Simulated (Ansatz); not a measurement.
PdPt3:

```
Pt Pd
1.0
    -1.97194    1.97194    3.91573
     1.97194   -1.97194    3.91573
     1.97194    1.97194   -3.91573
Pt Pd
3 1
Direct
  0.50000 0.50000 0.00000
  0.25000 0.75000 0.50000
  0.75000 0.25000 0.50000
  0.00000 0.00000 0.00000
```

The cell comes from a database or a generator and needn't be the stable form of this composition.

| Property | Result |
| --- | --- |
| Program | Ansatz 0.2.0 |
| Task | single point |
| Functional | PBEsol |
| Potentials or basis | all-electron LAPW, scalar-relativistic |
| Cutoff | 269 eV (chosen from the basis error) |
| Basis error allowed | 0.001 eV/atom |
| k mesh | 10 × 10 × 10 |
| Occupations | fermi-dirac, width 0.05 eV |
| Spin | no spin polarisation |

On this cell: pressure -5.8 GPa; largest force under 0.003 eV/Å; band gap on the k mesh none (metal or under the smearing width).

The same run follows on a disturbed copy (atoms moved at random, drawn with an rms of 0.05 Å):

```
Pt Pd
1.0
    -1.97194    1.97194    3.91573
     1.97194   -1.97194    3.91573
     1.97194    1.97194   -3.91573
Pt Pd
3 1
Direct
  0.49779 0.48588 0.98737
  0.25257 0.74825 0.49423
  0.75082 0.24832 0.49954
  0.99114 0.99702 0.99307
```

Task: What does the disturbed cell give?

Result: The energy (extrapolated to zero smearing) moves by +5.9 meV/atom; pressure -5.5 GPa; largest force 0.521 eV/Å; band gap on the k mesh none (metal or under the smearing width).

Forces on the atoms (eV/Å):
```
Pt   0.406 -0.100  0.311
Pt   0.019 -0.034 -0.441
Pt  -0.161 -0.119 -0.203
Pd  -0.264  0.253  0.333
```

Stress tensor (GPa, compression positive):
```
-5.68 -0.08  0.08
-0.08 -5.54  0.03
 0.08  0.03 -5.26
```
